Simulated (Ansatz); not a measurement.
# GeH7NSi2: one species, many methods

An exercise on one series of results from a longer session: the logs are not shown, and one member is left open.

The runs use Ansatz 0.2.0, Gaussian basis; functionals in def2-TZVPP, the program's frozen cores in correlated methods.

Plan: LDA (SPW92), PBE-D4, revPBE-D4, BLYP-D4, r2SCAN-D4, B97M-V, PBE0-D4, B3LYP-D4, r2SCANh-D4, r2SCAN0-D4, HSE06-D4, BHLYP-D4, CAM-B3LYP-D4, LC-ωPBE, ωB97X-V, ωB97M-V, B2PLYP, PBE-QIDH; CCSD(T)/def2-SVP; CCSD(T)/def2-TZVPP; MP2/def2-QZVPP; extrapolation to the limit; RPA on PBE.

## The geometry

The geometry comes from an earlier relaxation with PBE0-D4 in a triple-zeta def2 set; it is a stationary point, not always the lowest conformer.

SMILES `[SiH3][N]([SiH3])[GeH]`, 11 atoms, charge 0, spin multiplicity 1.

Atoms are counted from 1 here; the program's logs count them from 0.

Bond lengths: Si1–N2 1.747 Å, Si1–H5 1.484 Å, Si1–H6 1.492 Å, Si1–H7 1.484 Å, N2–Si3 1.740 Å, N2–Ge4 1.853 Å, Si3–H8 1.486 Å, Si3–H9 1.487 Å, Si3–H10 1.487 Å, Ge4–H11 1.611 Å. Angles: N2–Si1–H5 111.1°, N2–Si1–H6 108.1°, N2–Si1–H7 111.1°, H5–Si1–H6 108.6°, H5–Si1–H7 109.4°, H6–Si1–H7 108.5°, Si1–N2–Si3 120.8°, Si1–N2–Ge4 118.8°, Si3–N2–Ge4 120.4°, N2–Si3–H8 107.9°, N2–Si3–H9 110.9°, N2–Si3–H10 110.9°, H8–Si3–H9 109.5°, H8–Si3–H10 109.6°, H9–Si3–H10 108.0°, N2–Ge4–H11 92.5°.

Set-up of the first run:

The input, in.yaml:

```yaml
crystal:
  periodic: [false, false, false]
  atoms:
    - {symbol: Si, position_ang: [-0.543574, 1.023510, -0.838020]}
    - {symbol: N, position_ang: [-0.010269, -0.450482, -0.067530]}
    - {symbol: Si, position_ang: [0.866392, -0.404493, 1.434937]}
    - {symbol: Ge, position_ang: [-0.392863, -2.071440, -0.880370]}
    - {symbol: H, position_ang: [-2.022020, 1.053259, -0.966440]}
    - {symbol: H, position_ang: [-0.117809, 2.172579, 0.012553]}
    - {symbol: H, position_ang: [0.071448, 1.176238, -2.180318]}
    - {symbol: H, position_ang: [1.172441, -1.804651, 1.827529]}
    - {symbol: H, position_ang: [2.134068, 0.359165, 1.286522]}
    - {symbol: H, position_ang: [0.058988, 0.246514, 2.500951]}
    - {symbol: H, position_ang: [-1.151401, -1.357296, -2.109214]}
basis:
  gaussian: {orbitals: def2-TZVPP}
hamiltonian: {xc: lda}
output: {orbitals: {seedname: orbitals}}
```

Run with:

```sh
> ansatz run in.yaml --threads 4 --pin off --events-out ev --progress --plain --max-ram 10444MiB
```

Among the steps run: LDA; PBE-D4 (GGA); revPBE-D4 (GGA); BLYP-D4 (GGA); r2SCAN-D4 (meta-GGA); B97M-V (meta-GGA); PBE0-D4 (hybrid); B3LYP-D4 (hybrid); r2SCANh-D4 (hybrid); r2SCAN0-D4 (hybrid); HSE06-D4 (hybrid); BHLYP-D4 (hybrid); CAM-B3LYP-D4 (range-separated); LC-ωPBE (range-separated); ωB97X-V (range-separated); ωB97M-V (range-separated); B2PLYP (double hybrid); PBE-QIDH (double hybrid).

One table of the session follows, with a row left open; its other results are not shown here.

It belongs to the step «Orbital energies across the functionals». 

| functional | HOMO (eV) | LUMO (eV) | gap (eV) |
| --- | --- | --- | --- |
| LDA (SPW92) | -5.95 | -3.39 | 2.56 |
| PBE-D4 | -5.85 | -3.17 | 2.69 |
| revPBE-D4 | -5.81 | -3.08 | 2.73 |
| BLYP-D4 | -5.74 | -3.05 | 2.69 |
| r2SCAN-D4 | ? | ? | ? |
| B97M-V | -6.19 | -3.12 | 3.07 |
| PBE0-D4 | -6.91 | -2.37 | 4.54 |
| B3LYP-D4 | -6.75 | -2.58 | 4.17 |
| r2SCANh-D4 | -6.50 | -2.79 | 3.71 |
| r2SCAN0-D4 | -7.09 | -2.34 | 4.75 |
| HSE06-D4 | -6.52 | -2.74 | 3.77 |
| BHLYP-D4 | -7.87 | -1.49 | 6.38 |
| CAM-B3LYP-D4 | -8.19 | -1.32 | 6.87 |
| LC-ωPBE | -9.46 | -0.20 | 9.26 |
| ωB97X-V | -9.15 | -0.31 | 8.84 |
| ωB97M-V | -9.05 | -0.44 | 8.61 |

Q: Estimate the row for r2SCAN-D4 from the others.

Worked estimate for «HOMO (eV)». Against the share of exact exchange, r2SCANh-D4 (0.1, -6.50), r2SCAN0-D4 (0.25, -7.09) give a slope of -3.93 per unit share; at 0 the line stands at -6.11.

As computed: HOMO (eV): -6.12; LUMO (eV): -3.10; gap (eV): 3.02. In «HOMO (eV)» the line misses by +0.01.
